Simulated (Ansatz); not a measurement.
# HfCO (singlet): the correlation ladder at a displaced geometry (v2), def2-SVP

One table from this session's results is given with a row withheld; the runs are named, their logs left out.

Computed with Ansatz 0.2.0, Gaussian basis. Level: def2-SVP, core rule «outside noble gas», up to 6 orbitals frozen.

Plan: UHF; CCSD(T) on RHF; CCSD(T) on UHF; CISD; CCSDT(Q) on RHF; CASSCF and MRCISD+Q, 8 electrons in 8 orbitals; CASSCF and NEVPT2, 8 electrons in 8 orbitals.

7 further runs of the same task are left out: 5 that didn't finish, 2 set aside as unsound or not needed.

## What is computed

The geometry is a PBE0/def2-TZVP stationary point (not a proven minimum) with its atoms shifted at random (size 0.100 Å). No spin-orbit coupling is included. Elements past krypton take def2 core potentials.

3 atoms, charge 0, spin multiplicity 1.

Atoms are counted from 1 here; the program's logs count them from 0.

Bond lengths: Hf1–C2 2.081 Å, C2–O3 1.171 Å. Angles: Hf1–C2–O3 171.5°.

Set-up of the first run:

Contents of in.yaml:

```yaml
crystal:
  periodic: [false, false, false]
  atoms:
    - {symbol: Hf, position_ang: [0.084376, 0.005225, 1.772299]}
    - {symbol: C, position_ang: [-0.080498, 0.013599, -0.302204]}
    - {symbol: O, position_ang: [-0.003878, -0.018825, -1.470095]}
basis:
  gaussian: {orbitals: def2-SVP}
magnetization: {spin_polarized: true, initial_magnetization: 0}
hamiltonian: {xc: hf}
output: {orbitals: {seedname: orbitals}}
```

Launch:

```
> ansatz run in.yaml --threads 1 --pin off --events-out ev --progress --plain --max-ram 2393MiB
```

Among the steps run: UHF; CCSD(T) on RHF; CCSD(T) on UHF; CISD; CCSDT(Q) on RHF; CASSCF and MRCISD+Q, 8 electrons in 8 orbitals; CASSCF and NEVPT2, 8 electrons in 8 orbitals.

One table of the session follows, with a row left open; its other results are not shown here.

```
   method  from RCCSDT(Q) (meV)
      RHF              +11199.2
      UHF              +10411.6
     RMP2               +1079.2
     UMP2                     ?
    RCCSD                +689.3
    UCCSD                +330.8
 RCCSD(T)                +152.2
 UCCSD(T)                -167.7
   RCCSDT                 +85.5
RCCSDT(Q)                     0
```

Q: Estimate the row for UMP2 from the others.

As computed: from RCCSDT(Q) (meV): +758.8. In the column «from RCCSDT(Q) (meV)» it lies between RCCSD (+689.3) and RMP2 (+1079.2).

Not comparable, so not listed: CISD; CASSCF and NEVPT2, 8 electrons in 8 orbitals (they don't share determinant, frozen orbitals or solution with the rows shown, or repeat one).

Left out of the table: CASSCF frontier, MRCISD frontier, MRCISD+Q frontier (the active space lost an orbital or holds another state than full CI finds).

Limits of these values: The determinant is far from a pure spin state, so its energy mixes those of several spin states (harmless only where they are near-degenerate, as at dissociation). The program flags UCCSD(T) as in doubt, so those rows may rest on another solution; read them beside their warnings. Warnings: restricted reference is unstable; spin contamination; coupled cluster took another determinant than the lowest; large T1 diagnostic. Restricted and unrestricted rows rest on different reference determinants; where their highest levels disagree by more than a few hundredths of an eV, they describe different states and don't form one ladder. Warnings in the runs' records: passed over end.
